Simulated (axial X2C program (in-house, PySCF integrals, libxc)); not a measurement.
# OPmS⁺: the levels of the configuration f(δφ)2 f(π)0

Which Ω levels does OPmS⁺ have in the configuration f(δφ)2 f(π)0, and how far apart?

Program: an in-house X2C program for linear molecules on PySCF integrals. Level of theory: two-component X2C, average-of-configuration Hartree–Fock and CI in the open shells. These are calculated values, not measurements.

All values are calculated.

### 1 Input

task.json

```json
{
 "zs": [
  8,
  61,
  16
 ],
 "q": 1,
 "bas": [
  "dyall-v3z",
  "dyall-v3z",
  "dyall-v3z"
 ],
 "r0": 1.72,
 "metal": 1,
 "shells": [
  [
   3,
   [
    2,
    3
   ],
   2
  ],
  [
   3,
   [
    1
   ],
   0
  ]
 ],
 "fix": 0,
 "emax": 3.5,
 "nroots": 6,
 "r2": 2.15
}
```

Keys: zs atomic numbers; q charge; bas basis sets; r0 starting distance in Å; metal index of the metal atom; shells open shells as [l, |m| values, electrons]; fix electron count of the first shell held; emax energy window in eV; nroots roots for each Ω; r2 second bond in Å, held.

On the command line:

```
python soci.py task.json out
```

Two-component X2C with atomic mean-field Coulomb and Gaunt terms, basis O dyall-v3z, Pm dyall-v3z, S dyall-v3z (cores contracted in-house). Orbitals come from Hartree–Fock averaged over the configuration Pm f(δφ)2 f(π)0; CI then distributes these electrons over the f(δφ), f(π) shells of Pm.

### 2 CI at O–Pm–S held linear, bonds 1.693 and 2.150 Å (the second held)

Output:

```text
average of configuration f(δφ)2 f(π)0
basis functions 267  fitting functions 1415
iter      average energy  largest gradient
   1     -10483.199271012   1.43e+01
   2     -10485.467157838   4.28e+00
   3     -10485.649330206   1.83e-01
   4     -10485.657158836   1.20e-01
   5     -10485.660616888   3.42e-02
   6     -10485.660732902   8.61e-03
   7     -10485.660765659   3.48e-03
   8     -10485.660777906   3.39e-03
   9     -10485.660783694   8.67e-04
  10     -10485.660786805   7.12e-04
  11     -10485.660788996   6.89e-04
  12     -10485.660792014   9.61e-04
  13     -10485.660795531   6.30e-04
  14     -10485.660798243   3.75e-04
  15     -10485.660799857   1.78e-04
  16     -10485.660800580   2.04e-04
  17     -10485.660800825   1.09e-04
  18     -10485.660800889   2.69e-05
  19     -10485.660800908   2.32e-05
  20     -10485.660800915   1.03e-05
converged
CI levels
2*Omega        energy/Eh    cm-1   g(par)  dipole/D  leading shell counts
    8    -10485.74469669        0   6.258   10.535  {'2 0': 1.0}
   10    -10485.72521564     4276  10.098   10.542  {'2 0': 1.0}
    0    -10485.72429374     4478   0.000   10.540  {'2 0': 1.0}
    2    -10485.71204912     7165   3.175   10.540  {'2 0': 1.0}
   12    -10485.70963700     7695  13.955   10.548  {'2 0': 1.0}
    4    -10485.67913985    14388   5.819   10.538  {'2 0': 0.999}
    2    -10485.67874392    14475   2.480   10.542  {'2 0': 0.999}
    0    -10485.67579441    15122   0.000   10.551  {'2 0': 0.999}
    0    -10485.66146932    18266   0.000   10.541  {'2 0': 0.999}
    0    -10485.65571857    19528   0.000   10.550  {'2 0': 1.0}
    2    -10485.63921561    23150   2.146   10.547  {'2 0': 0.999}
    8    -10485.62482928    26308   8.111   10.536  {'2 0': 0.997}
   12    -10485.61614971    28213  12.050   10.556  {'2 0': 1.0}
```

Dipoles in the output refer to the first atom as origin, so for this ion they depend on that choice.

Wall time 4.7 s (1 thread of Arm Neoverse V1, shared host); peak memory 0.48 GiB.

Active spinors (ω > 0; filled shells left out):

```
shell    ω  ε (eV)                    character
f(δφ)  3/2   -4.58                    100% Pm f
f(δφ)  5/2   -4.46                    100% Pm f
f(δφ)  7/2   -3.67                    100% Pm f
f(δφ)  5/2   -3.59                    100% Pm f
 f(π)  1/2    2.47  68% Pm f, 12% Pm p, 6% Pm d
 f(π)  3/2    2.59            85% Pm f, 5% Pm d
```

The levels:

```
Ω  energy (cm⁻¹)     g∥  configuration
4              0   6.26    100% f(δφ)2
5           4276  10.10    100% f(δφ)2
0           4478   0.00    100% f(δφ)2
1           7165   3.18    100% f(δφ)2
6           7695  13.96    100% f(δφ)2
2          14388   5.82    100% f(δφ)2
1          14475   2.48    100% f(δφ)2
0          15122   0.00    100% f(δφ)2
0          18266   0.00    100% f(δφ)2
0          19528   0.00    100% f(δφ)2
1          23150   2.15    100% f(δφ)2
4          26308   8.11    100% f(δφ)2
6          28213  12.05    100% f(δφ)2
```

g∥ is the magnitude of 2⟨Lz + ge Sz⟩ for the +Ω component.

### 3 The same at O–Pm–S held linear, bonds 1.905 and 2.150 Å (the second held)

```
Ω  energy (cm⁻¹)     g∥  configuration
4              0   6.35    100% f(δφ)2
0           4331   0.00    100% f(δφ)2
5           5103  10.15    100% f(δφ)2
1           7392   2.95    100% f(δφ)2
6           9219  13.93    100% f(δφ)2
1          14739   2.56    100% f(δφ)2
2          14805   5.73    100% f(δφ)2
0          16212   0.00    100% f(δφ)2
0          19562   0.00    100% f(δφ)2
0          21324   0.00    100% f(δφ)2
```

### 4 Curves along the O–Pm bond, the other held

The same input was run at the other distances (logs left out). Energies in cm⁻¹ from the lowest point; levels are followed by energy order within each Ω.

```
R (Å)  (1)Ω=4  (1)Ω=5  (1)Ω=0  (1)Ω=1  (1)Ω=6  (1)Ω=2  (2)Ω=1
1.574    3417    7189    8150   10517   10251   17673   17644
1.634     851    4877    5439    7982    8112   15170   15218
1.693       0    4276    4478    7165    7695   14388   14475
1.761     495    5052    4893    7711    8692   14973   15066
1.828    2030    6850    6383    9300   10710   16599   16671
1.905    4517    9620    8849   11909   13737   19322   19256
1.998    7790   13226   12131   15268   17672   22718   22575
```

Constants where the minimum is well bracketed:

```
level of the curve  Te (cm⁻¹)  Re (Å)  ωe (cm⁻¹)
            (1)Ω=4          0   1.702      868.5
            (1)Ω=5       4288   1.690      897.2
            (1)Ω=0       4462   1.706      872.0
            (1)Ω=6       7682   1.681      922.4
```

### 5 Summary of results

```
                 quantity                          value
lowest level of the model  Ω = 4, g∥ = 6.26, 100% f(δφ)2
               next level        Ω = 5, 4276 cm⁻¹ higher
  lowest curve, Re and ωe            1.702 Å, 868.5 cm⁻¹
```

In words: In the lowest level ⟨Sz⟩ = -0.87 and ⟨Lz⟩ = 4.87; its leading determinant has weight 0.70 among 5. From 1.693 to 1.905 Å the gap from the lowest to the fifth level goes from 7695 to 9219 cm⁻¹. Without dynamic correlation distances can be off by several hundredths of an Å, and the wavenumbers are rough. There is no dynamic correlation: spin–orbit spacings and, for f shells, spacings inside one term are the most reliable numbers, splittings between terms come out too wide, and energies between configurations are not reliable, so the lowest level need not be the ground state of the molecule. At most 6 roots were kept for each Ω > 0 (twice that for Ω = 0) within 3.5 eV of the lowest, so higher up levels can be missing between those listed; levels with Ω > 0 are doubly degenerate and listed once, Ω = 0 levels singly. States that fill the shells left empty in the average are placed too high. The molecule was held linear; bending was not examined.
